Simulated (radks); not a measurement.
**Tb⁺ in [Xe] 4f9 6s1: an all-electron calculation**

What are the levels of the terbium ion Tb+, how large are its shells, and how does its energy divide?

Method: scalar-relativistic Kohn-Sham, BLYP, spin-polarised, spherical densities, finite nucleus; open shells are filled with parallel spins first. Code: radks (a radial shooting solver on a logarithmic mesh, Libxc functionals) version 1.

### 1 The atom as given

| Property | Result |
| --- | --- |
| element | terbium (Z = 65) |
| charge | +1 |
| electrons | 64 |
| configuration | [Xe] 4f9 6s1 |
| nuclear rms radius | 5.06 fm |

Outer shells as boxes (Hund's rule):

Tb⁺
```
[Xe] core
4f [↑↓][↑↓][↑ ][↑ ][↑ ][↑ ][↑ ]
6s [↑ ]
```

### 2 Self-consistent calculation

Settings of this run:

```text
Z 65
configuration [Xe] 4f9 6s1 5d0 6p0 7s0 5f0
relativity scalar-relativistic
functional b88,lyp
spin polarised
nucleus finite rms 5.06 fm
c 137.035999084
```

Command:

```console
$ python run_ks.py task.json out
```

The same process makes all the runs of this session.

Q: Predict the outcome of this run.

The runs gave:

| quantity | value |
| --- | --- |
| total energy | -11708.7937 hartree |
| exchange-correlation share of it | 2.19 % |
| −T/E | 1.0762 |
| highest occupied level | 4f down, -6.988 eV |
| most extended occupied level | 6s up, <r> = 3.70 bohr |
| radius at density 0.001 e/bohr³ | 4.44 bohr |
| maxima of the radial density | 4 |
| ionisation energy, NIST | 11.51 (semi-emp.) eV |

6 principal shells are occupied and 4 maxima appear in the radial density; where shells overlap, one shows as a shoulder or not at all. −T/E is 1.076: with relativity the kinetic term as defined here no longer equals −E. The top level binds by 6.988 eV, 61 % of the NIST ionisation energy of 11.51 eV; the potential of a semilocal functional falls off too fast, so its top eigenvalue is too shallow. Open shells are spherical and high-spin; term and fine-structure splittings are not resolved. Spin-orbit splitting is averaged out at the scalar-relativistic level.
